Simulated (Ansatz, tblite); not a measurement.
# Ga(H2O)H3 (GaH5O): charged states by level of theory

An exercise on one series of results from a longer session: the logs are not shown, and one member is left open.

Computed with Ansatz 0.2.0, Gaussian basis. Level: as each input shows.

Plan: charge +1 doublet, at the geometry of the singlet (PBE0-D4/def2-TZVP, PBE-D4/def2-TZVP, r2SCAN-D4/def2-TZVP, CCSD(T)/def2-TZVPP); charge +1 doublet, relaxed (PBE0-D4/def2-TZVP, PBE-D4/def2-TZVP); the starting singlet's energies come from earlier runs.

### The relaxed structure

The geometry is that of the singlet, from an earlier relaxation (r2SCAN-D4/def2-TZVP).

7 atoms, charge 0, spin multiplicity 1.

Atoms are counted from 1 here; the program's logs count them from 0.

Bond lengths: Ga1–O2 2.184 Å, Ga1–H5 1.567 Å, Ga1–H6 1.576 Å, Ga1–H7 1.567 Å, O2–H3 0.966 Å, O2–H4 0.966 Å. Angles: O2–Ga1–H5 96.0°, O2–Ga1–H6 96.0°, O2–Ga1–H7 96.3°, H5–Ga1–H6 118.1°, H5–Ga1–H7 120.4°, H6–Ga1–H7 118.1°, Ga1–O2–H3 109.6°, Ga1–O2–H4 109.5°, H3–O2–H4 106.2°.

The first run:

Input file in.yaml:

```yaml
crystal:
  periodic: [false, false, false]
  atoms:
    - {symbol: Ga, position_ang: [0.066286, -0.115837, -0.958267]}
    - {symbol: O, position_ang: [0.077883, -0.137925, 1.225215]}
    - {symbol: H, position_ang: [-0.829360, -0.105505, 1.554791]}
    - {symbol: H, position_ang: [0.511527, 0.660396, 1.552988]}
    - {symbol: H, position_ang: [1.622763, -0.059988, -1.131076]}
    - {symbol: H, position_ang: [-0.745208, 1.226852, -1.103891]}
    - {symbol: H, position_ang: [-0.703889, -1.467994, -1.139770]}
basis:
  gaussian: {orbitals: def2-TZVP}
total_charge: 1
magnetization: {spin_polarized: true, initial_magnetization: 1}
hamiltonian: {xc: pbe0, dispersion: d4}
output: {orbitals: {seedname: orbitals}}
```

Run with:

```
ansatz run in.yaml --threads 4 --pin off --events-out ev --progress --plain --max-ram 3916MiB
```

Among the steps run: Charge +1 doublet at the fixed geometry, PBE0-D4/def2-TZVP; Charge +1 doublet at the fixed geometry, PBE-D4/def2-TZVP; Charge +1 doublet at the fixed geometry, r2SCAN-D4/def2-TZVP; Charge +1 doublet at the fixed geometry, CCSD(T)/def2-TZVPP.

One table of the session follows, with a row left open; its other results are not shown here.

| method | vertical ionisation energy (eV) |
| --- | --- |
| HF/def2-TZVPP | 9.71 |
| PBE-D4/def2-TZVP | 9.93 |
| r2SCAN-D4/def2-TZVP | 10.05 |
| PBE0-D4/def2-TZVP | 10.16 |
| MP2/def2-TZVPP | ? |
| CCSD/def2-TZVPP | 10.44 |
| CCSD(T)/def2-TZVPP | 10.42 |

Q: Estimate the row for MP2/def2-TZVPP from the others.

As computed: vertical ionisation energy (eV): 10.41. In the column «vertical ionisation energy (eV)» it lies between PBE0-D4/def2-TZVP (10.16) and CCSD(T)/def2-TZVPP (10.42).
